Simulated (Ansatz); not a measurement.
# CoC+ (triplet): from Hartree-Fock to the top rungs, def2-TZVPP

One table from this session's results is given with a row withheld; the runs are named, their logs left out.

Program: Ansatz 0.2.0, Gaussian basis. Level of theory: def2-TZVPP, core rule «outside noble gas», up to 10 orbitals frozen. These are calculated values, not measurements.

Plan: UHF; ROHF; CCSD(T) on UHF.

2 further runs of the same task are left out: 2 set aside as unsound or not needed.

### The geometry

The geometry is a PBE0/def2-TZVP stationary point (not a proven minimum).

2 atoms, charge 1, spin multiplicity 3.

Atoms are counted from 1 here; the program's logs count them from 0.

Bond lengths: Co1–C2 1.616 Å.

The first run:

in.yaml reads:

```yaml
crystal:
  periodic: [false, false, false]
  atoms:
    - {symbol: Co, position_ang: [0.000000, 0.000000, 0.000000]}
    - {symbol: C, position_ang: [0.000000, 0.000000, 1.616400]}
basis:
  gaussian: {orbitals: def2-TZVPP}
total_charge: 1
magnetization: {spin_polarized: true, initial_magnetization: 2}
hamiltonian: {xc: hf}
output: {orbitals: {seedname: orbitals}}
```

Command:

```
ansatz run in.yaml --threads 1 --pin off --events-out ev --progress --plain --max-ram 4096MiB --backend cpu
```

Among the steps run: UHF; ROHF; CCSD(T) on UHF.

One table of the session follows, with a row left open; its other results are not shown here.

It belongs to the step «Misses and costs». 

| method | from UCCSD(T) (kcal/mol) |
| --- | --- |
| ROHF | ? |
| UHF | +288.68 |
| UMP2 | +71.65 |
| UCCSD | +22.56 |
| UCCSD(T) | 0 |

**Question.** Estimate the row for ROHF.

**Answer.** from UCCSD(T) (kcal/mol): +344.56. In the column «from UCCSD(T) (kcal/mol)» it is the highest.

Limits of these values: The determinant is far from a pure spin state, so its energy mixes those of several spin states (harmless only where they are near-degenerate, as at dissociation). Warnings: spin contamination; coupled cluster took another determinant than the lowest.
